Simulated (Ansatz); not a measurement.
C₂H₅FS, SMILES CSCF: an atomisation energy, run with Ansatz 0.2.0, Python API.

`c2h5fs.py`:
```python
'''Atomisation energy of C2H5FS at the given geometry.'''

from collections import Counter
from dataclasses import dataclass

import ansatz
from rdkit import Chem
from rdkit.Chem import AllChem


@dataclass(frozen=True)
class Options:
    basis: str = 'cc-pVTZ'
    functional: str = 'PBE0'


settings = Options()


def single_point(molecule, charge=0, unpaired=0):
    calc = (
        molecule.calculation()
        .basis(gaussian=settings.basis)  # atom-centred Gaussian functions
        .functional(settings.functional)
    )
    if charge:
        calc = calc.charge(charge)
    if unpaired:
        calc = calc.spin('collinear', total=unpaired)
    report = calc.run(threads=1).report
    if report['published_state_doubts']:
        print('  doubts:', report['published_state_doubts'])
    return report['free_energy_ev']

# a force-field geometry from the SMILES
rd = Chem.AddHs(Chem.MolFromSmiles('CSCF'))
AllChem.EmbedMolecule(rd, randomSeed=890)
AllChem.UFFOptimizeMolecule(rd)
c2h5fs = ansatz.Crystal.molecule()
for atom, xyz in zip(rd.GetAtoms(), rd.GetConformer().GetPositions()):
    c2h5fs = c2h5fs.atom(atom.GetSymbol(), xyz.round(5).tolist())

# unpaired electrons of the ground-state atoms
unpaired = {'C': 2, 'S': 2, 'F': 1, 'H': 1}
counts = Counter(site.symbol for site in c2h5fs.cartesian_sites)
atom_energy = {s: single_point(ansatz.Crystal.molecule().atom(s, (0, 0, 0)), 0, unpaired[s]) for s in counts}
whole = single_point(c2h5fs, 0, 0)
for s, e in atom_energy.items():
    print(f'{s:2s} x{counts[s]}  {e:14.5f} eV')
print(f'C2H5FS: {whole:.5f} eV')
split = sum(counts[s] * e for s, e in atom_energy.items()) - whole
print(f'atomisation energy (no zero-point term): {23.060548 * split:.1f} kcal/mol, {split / sum(counts.values()):.3f} eV an atom')
```

What does it cost to take this molecule apart into atoms?

770.0 kcal/mol from the electronic energies, without the zero-point term.

The output:

```console
$ python c2h5fs.py
C  x2     -1028.71112 eV
S  x1    -10829.59223 eV
F  x1     -2712.13275 eV
H  x5       -13.63395 eV
C2H5FS: -15700.70729 eV
atomisation energy (no zero-point term): 770.0 kcal/mol, 3.710 eV an atom
```

Caveats:
- Total energies depend on the basis set; only differences at equal settings carry meaning.
- The geometry is a force-field or estimated start, not a minimum of this method, and the basis set is short of its limit. All parts are taken at fixed geometry, without zero-point energy.
- For Al to Cl the sets with a tight d function, cc-pV(X+d)Z, are usual.
- Timing: 6.3 s on 1 thread of Arm Neoverse V1 (shared host), peak memory 0.42 GiB.
